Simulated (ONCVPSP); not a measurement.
# An ONCV potential for aluminium, from input to tests

Do these settings give a usable potential? It is generated, then checked for transferability, scattering, ghosts and hardness.

Program: ONCVPSP 4.0.1. Reference atom: PBEsol, scalar-relativistic, spherical and spin-unpolarised. All values are calculated.

## (1) Settings

Typed settings, in words:

| Property | Result |
| --- | --- |
| element | aluminium (Al, Z = 13) |
| type | optimised norm-conserving Vanderbilt (ONCV) |
| frozen core | [Ne] |
| valence charge | 3 |
| reference configuration | 3s2 (charge +1) |
| partial waves | 3s: rc 1.45 bohr, ncon 3, nbas 6, qcut 4.6 1/bohr, 3 projectors, debl 0.8 Ha; p scattering state at 0.35 Ha: rc 1.25 bohr, ncon 4, nbas 9, qcut 6.5 1/bohr, 2 projectors, debl 2.7 Ha |
| local potential | polynomial inside 1.15 bohr (lpopt 5, dvloc0 6 Ha) |
| core correction | Teter function fitted to the true core (icmod 2), fcfact 0.3 |

The nodes and maxima of the atom's own shells, from an earlier all-electron run, set the scale for the radii.

All-electron outer shells of the reference configuration (PBEsol, scalar-relativistic, ld1.x):

```json
{"shell": "2p", "level (eV)": "-77.88", "outermost node (bohr)": "–", "outermost maximum (bohr)": "0.43"}
{"shell": "3s", "level (eV)": "-14.77", "outermost node (bohr)": "0.80", "outermost maximum (bohr)": "2.01"}
{"shell": "3p", "level (eV)": "-9.03", "outermost node (bohr)": "0.81", "outermost maximum (bohr)": "2.39"}
```

## (2) Generation

Al.dat

```
# ATOM AND REFERENCE CONFIGURATION
# atsym  z   nc   nv     iexc    psfile
  Al 13.00    3    1  -116133      upf
#
#   n    l    f
    1    0    2.00
    2    0    2.00
    2    1    6.00
    3    0    2.00
#
# PSEUDOPOTENTIAL AND OPTIMIZATION
# lmax
    1
#
#   l,   rc,      ep,       ncon, nbas, qcut
    0    1.45    0.00    3    6    4.60
    1    1.25    0.35    4    9    6.50
#
# LOCAL POTENTIAL
# lloc, lpopt,  rc(5),   dvloc0
    4    5    1.15    6.00
#
# VANDERBILT-KLEINMAN-BYLANDER PROJECTORs
# l, nproj, debl
    0    3    0.80
    1    2    2.70
#
# MODEL CORE CHARGE
# icmod, fcfact, rcfact
    2    0.30    0.95
#
# LOG DERIVATIVE ANALYSIS
# epsh1, epsh2, depsh
   -2.00    5.00    0.02
#
# OUTPUT GRID
# rlmax, drl
    6.00    0.01
#
# TEST CONFIGURATIONS
# ncnf
    4
# nvcnf
#   n    l    f
    2
    3    0    2.00
    3    1    1.00
#
    1
    3    0    1.00
#
    2
    3    0    2.00
    3    1    0.50
#
    2
    3    0    0.00
    3    1    3.00
#
```

Started as:

```console
$ oncvpsp.x < Al.dat > Al.out
```

What does the calculation give? Wanted: cutoffs for 1 and 0.1 mHa per electron, occupied waves; bound ghosts; GHOST(+) flags; largest test error; largest phase difference near zero energy, channels read; rms error of d²Exc/dn², without and with the model core.

**Answer**, as computed:

| quantity | value |
| --- | --- |
| cutoffs for 1 and 0.1 mHa per electron, occupied waves | 6.7 Ha and 43 Ha |
| bound ghosts | s at -118.80 eV, p at -46.35 eV |
| GHOST(+) flags | s at 106 eV |
| largest test error (AE − PS) | -57 meV, for 3s0 3p3 |
| largest phase difference near zero energy, channels read | 0.011 rad |
| rms error of d²Exc/dn², without and with the model core | 3.53 and 0.63 mHa |

What this shows: A bound ghost (s, p) makes it unfit for use: electrons can fall into a state that the atom doesn't have. Close by lies the frozen 2s level (-116.2 eV). The worst unpolarised test, 3s0 3p3, is off by 57 meV on 4.7 eV; by total energies transferability rates as fair. The potential is soft on the atom at that tolerance: the looser tolerance needs 6.7 Ha. The tighter tolerance needs 43 Ha, and converged work needs a cutoff nearer that. That counts occupied waves only; other projectors can need more. Near zero energy the phases of the channels with partial waves agree within 0.011 rad. The pseudo curves have a pole with no partner nearby in the atom's: p at -1.54 Ha. The program also flags highly localised states, GHOST(+) (s).
